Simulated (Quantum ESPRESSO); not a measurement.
A Quantum ESPRESSO 7.5 run (revPBE) on a crystal of composition ZnS3 lists these optical modes at the zone centre:

```csv
symmetry,cm⁻¹,components,active in
T1u,257i,3,IR
T2g,81i,3,Raman
T1u,73,3,IR
```

Task: How many atoms does the primitive cell hold, does the crystal have a centre of inversion, and what is its point group?

Result: 9 optical and 3 acoustic modes make 4 atoms. The labels g and u show a centre of inversion, so no mode is both infrared and Raman active. The point group is m-3m (space group Fm-3m, No. 225).

The cell:

```
CELL_PARAMETERS angstrom
0.00000 3.20297 3.20297
3.20297 0.00000 3.20297
3.20297 3.20297 0.00000
ATOMIC_POSITIONS crystal
Zn 0.00000 0.00000 0.00000
S 0.25000 0.25000 0.25000
S 0.75000 0.75000 0.75000
S 0.50000 0.50000 0.50000
```

Caveat: the k mesh is coarse (spacing up to 0.86 Å⁻¹), so the values aren't converged; the mesh is thin for the phonons of a metal; some modes are imaginary.
